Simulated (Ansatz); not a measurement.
# FH3Se3Sn: the cost of one run

Program: Ansatz 0.2.0, Gaussian basis. Level of theory: the settings change from run to run. These are calculated values, not measurements.

1 further run of the same task is left out (for a known fault of the program).

## Step 1: The molecule

The structure was relaxed beforehand with PBE0-D4 in a triple-zeta def2 set. Sn takes a core potential in def2 sets; no spin-orbit term is included.

SMILES `[F][Sn]([SeH])([SeH])[SeH]`, 8 atoms, charge 0, spin multiplicity 1.

Atoms are counted from 1 here; the program's logs count them from 0.

Bond lengths: F1–Sn2 1.923 Å, Sn2–Se3 2.509 Å, Sn2–Se4 2.515 Å, Sn2–Se5 2.506 Å, Se3–H6 1.470 Å, Se4–H7 1.471 Å, Se5–H8 1.470 Å. Angles: F1–Sn2–Se3 108.9°, F1–Sn2–Se4 101.6°, F1–Sn2–Se5 107.1°, Se3–Sn2–Se4 114.4°, Se3–Sn2–Se5 108.4°, Se4–Sn2–Se5 115.8°, Sn2–Se3–H6 89.9°, Sn2–Se4–H7 88.5°, Sn2–Se5–H8 90.2°.

## Step 2: PBE-QIDH/def2-mTZVPP

Options: a point charge of 1.00 e beside it.

The input, in.yaml:

```yaml
crystal:
  periodic: [false, false, false]
  atoms:
    - {symbol: F, position_ang: [-1.349298, 0.007798, 1.409740]}
    - {symbol: Sn, position_ang: [0.065122, -0.255236, 0.133386]}
    - {symbol: Se, position_ang: [2.266181, -0.192408, 1.336745]}
    - {symbol: Se, position_ang: [-0.313554, 1.667010, -1.443095]}
    - {symbol: Se, position_ang: [-0.238281, -2.543933, -0.842317]}
    - {symbol: H, position_ang: [2.458854, 1.199041, 0.904811]}
    - {symbol: H, position_ang: [-1.152411, 2.297138, -0.412465]}
    - {symbol: H, position_ang: [-1.644413, -2.236410, -1.142603]}
basis:
  gaussian: {orbitals: def2-mTZVPP, point_charges: [{charge: 1.00, position_ang: [7.270, -0.344, -0.019]}]}
hamiltonian: {xc: {name: PBE-QIDH}}
output: {forces: true}
```

Command:

```console
$ ansatz run in.yaml --threads 4 --pin off --events-out ev --progress --plain --max-ram 11315MiB
```

What time and memory should one allow on 4 threads of Intel Xeon Platinum 8375C at 2.90GHz, shared host?

About 14 s, with a peak of 0.78 GiB.
